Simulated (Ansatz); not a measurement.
# SnF3: the cost of one run

Program: Ansatz 0.2.0. Level of theory: DFT LDA, scalar-relativistic, plane waves, PAW. These are calculated values, not measurements.

The COD cell was measured well above room temperature, so it is larger than a cold one.

## Step 1: The structure to begin with

It takes space group Fm-3m (No. 225, cubic). The conventional cell has a = 8.321 Å, b = 8.321 Å, c = 8.321 Å, α = 90.00°, β = 90.00°, γ = 90.00°. Around Sn (site symmetry m-3m) lie 6 F at 2.30 Å. Around Sn (site symmetry m-3m) lie 6 F at 1.86 Å. Around F (site symmetry 4mm) lie 2 Sn at 1.86 to 2.30 Å.

As a file:

```xyz
8
Lattice="0.0000 4.1605 4.1605 4.1605 0.0000 4.1605 4.1605 4.1605 0.0000" Properties=species:S:1:pos:R:3 pbc="T T T"
Sn    0.0000    0.0000    0.0000
Sn    4.1605    4.1605    4.1605
F     2.2966    4.1605    4.1605
F     4.1605    2.2966    4.1605
F     6.0244    4.1605    4.1605
F     4.1605    6.0244    4.1605
F     4.1605    4.1605    2.2966
F     4.1605    4.1605    6.0244
```

The structure comes from the Crystallography Open Database.

## Step 2: Probe: one point at the start

The input, input.yaml:

```yaml
crystal:
  lattice:
    - [0.0, 4.1605, 4.1605]
    - [4.1605, 0.0, 4.1605]
    - [4.1605, 4.1605, 0.0]
  atoms:
    - { symbol: Sn, position: [0.0, 0.0, 0.0] }
    - { symbol: Sn, position: [0.5, 0.5, 0.5] }
    - { symbol: F, position: [0.724, 0.276, 0.276] }
    - { symbol: F, position: [0.276, 0.724, 0.276] }
    - { symbol: F, position: [0.276, 0.724, 0.724] }
    - { symbol: F, position: [0.724, 0.276, 0.724] }
    - { symbol: F, position: [0.276, 0.276, 0.724] }
    - { symbol: F, position: [0.724, 0.724, 0.276] }
basis:
  ecutwfc: 420
kpoints:
  mp_grid: { grid: [4, 4, 4] }
hamiltonian:
  xc: lda
scf:
  occupations: { method: gaussian, width: 0.1 }
output:
  forces: true
  stress: true
  eigenvalues: true
```

On the command line:

```console
> ansatz run input.yaml --threads 4 --pin off --max-ram 5120MiB --backend cpu --events-out ev --progress --plain --runs-dir out
```

Q: Estimate wall time and peak memory on 4 threads of Arm Neoverse N1, shared host.

About 2 s, with a peak of 0.47 GiB.
